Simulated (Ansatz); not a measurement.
# Sb7Mo3: the cost of one run

Computed with Ansatz 0.2.0 (DFT PBEsol, scalar-relativistic, plane waves, PAW).

## (1) Starting point

It takes space group Im-3m (No. 229, cubic). The conventional cell has a = 9.663 Å, b = 9.663 Å, c = 9.663 Å, α = 90.00°, β = 90.00°, γ = 90.00°. Around Mo (site symmetry 4mm) lie 8 Sb at 2.81 to 2.86 Å and 1 Mo at 3.05 Å. Sb (site symmetry -4m2) has 4 Mo at 2.86 Å as nearest neighbours. Sb (site symmetry 3m) is surrounded by 3 Mo at 2.81 Å and 4 Sb at 2.98 to 3.11 Å.

Structure file:

```cif
data_structure
_symmetry_space_group_name_H-M 'P 1'
_symmetry_Int_Tables_number 1
_cell_length_a 8.3687
_cell_length_b 8.3687
_cell_length_c 8.3687
_cell_angle_alpha 109.472
_cell_angle_beta 109.472
_cell_angle_gamma 109.470
_cell_volume 451.17
loop_
_atom_site_label
_atom_site_type_symbol
_atom_site_fract_x
_atom_site_fract_y
_atom_site_fract_z
_atom_site_occupancy
Mo1 Mo 0.00000 0.34223 0.34223 1
Mo2 Mo 0.00000 0.65777 0.65777 1
Mo3 Mo 0.34223 0.00000 0.34223 1
Mo4 Mo 0.65777 0.00000 0.65777 1
Mo5 Mo 0.34223 0.34223 0.00000 1
Mo6 Mo 0.65777 0.65777 0.00000 1
Sb1 Sb 0.75000 0.25000 0.50000 1
Sb2 Sb 0.25000 0.75000 0.50000 1
Sb3 Sb 0.50000 0.25000 0.75000 1
Sb4 Sb 0.50000 0.75000 0.25000 1
Sb5 Sb 0.25000 0.50000 0.75000 1
Sb6 Sb 0.75000 0.50000 0.25000 1
Sb7 Sb 0.32169 0.32169 0.32169 1
Sb8 Sb 0.67831 0.67831 0.67831 1
Sb9 Sb 0.32169 0.00000 0.00000 1
Sb10 Sb 0.67831 0.00000 0.00000 1
Sb11 Sb 0.00000 0.00000 0.67831 1
Sb12 Sb 0.00000 0.00000 0.32169 1
Sb13 Sb 0.00000 0.32169 0.00000 1
Sb14 Sb 0.00000 0.67831 0.00000 1
```

This cell was relaxed beforehand with the same method: volume 22.56 Å³/atom, gap on the mesh none (metal).

## (2) The cell under PBEsol

Input file input.yaml:

```yaml
crystal:
  lattice:
    - [-4.8316209162, 4.8316209162, 4.8316906578]
    - [4.8316209162, -4.8316209162, 4.8316906578]
    - [4.8316209162, 4.8316209162, -4.8316906578]
  atoms:
    - { symbol: Mo, position: [0.0, 0.3422258978, 0.3422258978] }
    - { symbol: Mo, position: [0.0, 0.6577741022, 0.6577741022] }
    - { symbol: Mo, position: [0.3422258978, 0.0, 0.3422258978] }
    - { symbol: Mo, position: [0.6577741022, 0.0, 0.6577741022] }
    - { symbol: Mo, position: [0.3422258825, 0.3422258825, 0.0] }
    - { symbol: Mo, position: [0.6577741175, 0.6577741175, 0.0] }
    - { symbol: Sb, position: [0.75, 0.25, 0.5] }
    - { symbol: Sb, position: [0.25, 0.75, 0.5] }
    - { symbol: Sb, position: [0.5, 0.2499992674, 0.7499992674] }
    - { symbol: Sb, position: [0.5, 0.7500007326, 0.2500007326] }
    - { symbol: Sb, position: [0.2499992674, 0.5, 0.7499992674] }
    - { symbol: Sb, position: [0.7500007326, 0.5, 0.2500007326] }
    - { symbol: Sb, position: [0.3216893616, 0.3216893616, 0.3216897692] }
    - { symbol: Sb, position: [0.6783106384, 0.6783106384, 0.6783102308] }
    - { symbol: Sb, position: [0.3216893616, 0.9999995924, 0.0] }
    - { symbol: Sb, position: [0.6783106384, 4.076e-07, 0.0] }
    - { symbol: Sb, position: [0.9999995924, 0.9999995924, 0.6783102308] }
    - { symbol: Sb, position: [4.076e-07, 4.076e-07, 0.3216897692] }
    - { symbol: Sb, position: [0.9999995924, 0.3216893616, 0.0] }
    - { symbol: Sb, position: [4.076e-07, 0.6783106384, 0.0] }
basis:
  ecutwfc: 420
kpoints:
  mp_grid: { grid: [6, 6, 6] }
hamiltonian:
  xc: pbesol
scf:
  occupations: { method: gaussian, width: 0.1 }
output:
  forces: true
  stress: true
  eigenvalues: true
relax:
  adjacent_minimum: "off"
  f_tol: 0.005
  max_steps: 50
  cell: { stress_tol: 0.05 }
```

On the command line:

```console
$ ansatz run input.yaml --threads 8 --pin off --max-ram 22528MiB --backend cpu --events-out ev --progress --plain --runs-dir out
```

**Question.** How long does this run take on 8 threads of Arm Neoverse V1, shared host, and how much memory does it need?

About 2.8 min, with a peak of 4.1 GiB.
